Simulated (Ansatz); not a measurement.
# KAl3H9: the cost of one run

Method: DFT PBE, scalar-relativistic, plane waves, PAW, in Ansatz 0.2.0.

## 1. The structure to begin with

It takes space group Pmm2 (No. 25, orthorhombic). The conventional cell has a = 3.390 Å, b = 6.913 Å, c = 5.701 Å, α = 90.00°, β = 90.00°, γ = 90.00°. K (site symmetry mm2) has 18 H at 3.18 to 3.54 Å and 2 K at 3.39 Å as nearest neighbours. Al (site symmetry m) is surrounded by 6 H at 1.41 to 1.86 Å. Al (site symmetry mm2) is surrounded by 4 H at 1.49 to 1.73 Å. H (site symmetry m) is surrounded by 2 Al at 1.71 Å. H (site symmetry mm2) is surrounded by 2 H at 1.29 Å and 2 Al at 1.78 Å. H (site symmetry mm2) is surrounded by 2 Al at 1.69 Å. H (site symmetry m) has 1 Al at 1.49 Å as nearest neighbours. H (site symmetry m) has 1 H at 1.29 Å and 1 Al at 1.41 Å as nearest neighbours. Only part of the 9 independent sites is listed.

Coordinates:

```
CELL_PARAMETERS angstrom
3.39024 0.00000 0.00000
0.00000 6.91307 0.00000
0.00000 0.00000 5.70143
ATOMIC_POSITIONS crystal
K 0.50000 0.50000 0.50000
Al 0.00000 0.25585 0.00000
Al 0.00000 0.74415 0.00000
Al 0.00000 0.00000 0.50000
H 0.50000 0.23531 0.02137
H 0.00000 0.00000 0.97049
H 0.00000 0.50000 0.02727
H 0.00000 0.11581 0.27867
H 0.00000 0.12863 0.80752
H 0.50000 0.76469 0.02137
H 0.00000 0.88419 0.27867
H 0.00000 0.87137 0.80752
H 0.50000 0.00000 0.43861
```

A structure generator made this guess: 6-connected net, bridging atoms on its edges, bridges bent, guests in its cages (Pmm2, No. 25). Its size is a rough estimate.

## 2. The guess as it stands, on a coarse mesh

Contents of input.yaml:

```yaml
crystal:
  lattice:
    - [3.39024241, 0.0, 0.0]
    - [0.0, 6.91307148, 0.0]
    - [0.0, 0.0, 5.70142849]
  atoms:
    - { symbol: K, position: [0.5, 0.5, 0.5] }
    - { symbol: Al, position: [0.0, 0.25585448, 0.0] }
    - { symbol: Al, position: [0.0, 0.74414552, 0.0] }
    - { symbol: Al, position: [0.0, 0.0, 0.5] }
    - { symbol: H, position: [0.5, 0.23530932, 0.02136614] }
    - { symbol: H, position: [0.0, 0.0, 0.97048514] }
    - { symbol: H, position: [0.0, 0.5, 0.0272653] }
    - { symbol: H, position: [0.0, 0.11581351, 0.27867434] }
    - { symbol: H, position: [0.0, 0.12863062, 0.80752135] }
    - { symbol: H, position: [0.5, 0.76469068, 0.02136614] }
    - { symbol: H, position: [0.0, 0.88418649, 0.27867434] }
    - { symbol: H, position: [0.0, 0.87136938, 0.80752135] }
    - { symbol: H, position: [0.5, 0.0, 0.43861188] }
basis:
  ecutwfc: 420
kpoints:
  mp_grid: { grid: [6, 4, 4] }
hamiltonian:
  xc: pbe
scf:
  occupations: { method: gaussian, width: 0.1 }
  lower_state_search: "off"
output:
  forces: true
  stress: true
  eigenvalues: true
```

Started as:

```
$ ansatz run input.yaml --threads 1 --pin off --max-ram 2560MiB --backend cpu --events-out ev --progress --plain --runs-dir out
```

What time and memory should one allow on 1 thread of Arm Neoverse V2, shared host?

About 8.9 s, with a peak of 0.37 GiB.
